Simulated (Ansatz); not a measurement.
# Sn11H18 ring sphere (Sn11H18): geometry, orbitals and charge

What does Sn11H18 ring sphere (Sn11H18) look like as a singlet, and where do its frontier electrons sit?

Method: RKS PBE0-D4/def2-TZVP; program: Ansatz 0.2.0, Gaussian basis.

The runs, in order: relaxation at PBE-D4/def2-SVP; a single point at PBE0-D4/def2-TZVP.

1 further run of the same task is left out (set aside as unsound or not needed).

## Step 1: Where the work starts

29 atoms, charge 0, spin multiplicity 1.

Atoms are counted from 1 here; the program's logs count them from 0.

Bond lengths: Sn1–Sn2 2.832 Å, Sn1–Sn7 2.787 Å, Sn1–H12 1.724 Å, Sn1–H13 1.723 Å, Sn2–Sn4 2.812 Å, Sn2–Sn5 2.800 Å, Sn2–H14 1.724 Å, Sn3–Sn4 2.795 Å, Sn3–Sn8 2.815 Å, Sn3–H15 1.744 Å, Sn3–H16 1.707 Å, Sn4–Sn6 2.806 Å, Sn4–H17 1.709 Å, Sn5–Sn10 2.820 Å, Sn5–H18 1.720 Å, Sn5–H19 1.701 Å, Sn6–Sn11 2.821 Å, Sn6–H20 1.719 Å and more. Angles: Sn2–Sn1–Sn7 109.8°, Sn2–Sn1–H12 110.0°, Sn2–Sn1–H13 109.6°, Sn7–Sn1–H12 108.5°, Sn7–Sn1–H13 110.5°, H12–Sn1–H13 108.4°, Sn1–Sn2–Sn4 108.8°, Sn1–Sn2–Sn5 109.0°, Sn1–Sn2–H14 108.3°, Sn4–Sn2–Sn5 110.1°, Sn4–Sn2–H14 110.3°, Sn5–Sn2–H14 110.2°, Sn4–Sn3–Sn8 109.5°, Sn4–Sn3–H15 109.6°, Sn4–Sn3–H16 109.9°, Sn8–Sn3–H15 109.5°, Sn8–Sn3–H16 109.1°, H15–Sn3–H16 109.2° and more.

Sn takes a core potential in the def2 sets. No spin-orbit coupling is included.

The start is a built from a lattice or polyhedron geometry.

## Step 2: Relaxation at PBE-D4/def2-SVP

Contents of in.yaml:

```yaml
crystal:
  periodic: [false, false, false]
  atoms:
    - {symbol: Sn, position_ang: [0.163400, -2.545800, -2.191600]}
    - {symbol: Sn, position_ang: [-2.155900, -1.219800, -1.253100]}
    - {symbol: Sn, position_ang: [0.150200, -2.549500, 2.492700]}
    - {symbol: Sn, position_ang: [-2.131900, -1.233000, 1.558700]}
    - {symbol: Sn, position_ang: [-2.147400, 1.413700, -2.203800]}
    - {symbol: Sn, position_ang: [-2.127300, 1.416700, 2.482800]}
    - {symbol: Sn, position_ang: [2.441100, -1.237300, -1.259600]}
    - {symbol: Sn, position_ang: [2.448700, -1.214000, 1.565600]}
    - {symbol: Sn, position_ang: [2.412100, 1.387800, -2.199100]}
    - {symbol: Sn, position_ang: [0.151900, 2.744100, -1.256500]}
    - {symbol: Sn, position_ang: [0.190000, 2.724200, 1.544800]}
    - {symbol: H, position_ang: [0.188900, -4.170100, -1.613200]}
    - {symbol: H, position_ang: [0.150500, -2.582900, -3.914000]}
    - {symbol: H, position_ang: [-3.539100, -2.062600, -1.843400]}
    - {symbol: H, position_ang: [0.157200, -4.194000, 1.912400]}
    - {symbol: H, position_ang: [0.159700, -2.557600, 4.199600]}
    - {symbol: H, position_ang: [-3.531800, -2.030900, 2.128600]}
    - {symbol: H, position_ang: [-2.148600, 1.427100, -3.924000]}
    - {symbol: H, position_ang: [-3.527500, 2.210900, -1.609500]}
    - {symbol: H, position_ang: [-3.541000, 2.208200, 1.909200]}
    - {symbol: H, position_ang: [-2.135500, 1.420200, 4.192500]}
    - {symbol: H, position_ang: [3.840600, -2.041200, -1.840100]}
    - {symbol: H, position_ang: [3.860700, -2.032800, 2.099100]}
    - {symbol: H, position_ang: [2.456600, 0.406600, 2.119400]}
    - {symbol: H, position_ang: [2.440600, 1.427400, -3.912700]}
    - {symbol: H, position_ang: [3.870600, 2.221800, -1.645400]}
    - {symbol: H, position_ang: [0.156600, 4.355800, -1.821500]}
    - {symbol: H, position_ang: [1.565500, 1.905600, 2.105900]}
    - {symbol: H, position_ang: [0.171500, 4.372700, 2.114200]}
basis:
  gaussian: {orbitals: def2-SVP}
hamiltonian: {xc: pbe, dispersion: d4}
scf: {lower_state_search: "off"}
output: {orbitals: {seedname: orbitals}}
relax: {f_tol: 0.03, max_steps: 70}
```

Launch:

```bash
ansatz run in.yaml --threads 2 --pin off --events-out ev --progress --plain --max-ram 32768MiB --backend cuda --devices 0, --max-vram 18GiB
```

After this run come: Single point, PBE0-D4/def2-TZVP.

Q: Predict the results of all the runs planned. Wanted: point group; commonest bond, hydrogen aside; HOMO, LUMO at PBE0-D4/def2-TZVP; dipole at PBE-D4/def2-SVP.

**Answer**, as computed:

```
                       quantity                             value
                    point group                                Cs
 commonest bond, hydrogen aside  Sn–Sn, 13 of mean length 2.819 Å
HOMO, LUMO at PBE0-D4/def2-TZVP                   -6.79, -1.79 eV
      dipole at PBE-D4/def2-SVP                            0.08 D
```

In words: The molecule keeps its bonding pattern by the stored test; the atoms moved 0.16 Å (rms). No usable vibrations, so a minimum isn't proven. Whether this spin is the lowest isn't tested here. The point group is read from a loosely relaxed geometry; soft torsions can leave it below the true symmetry.
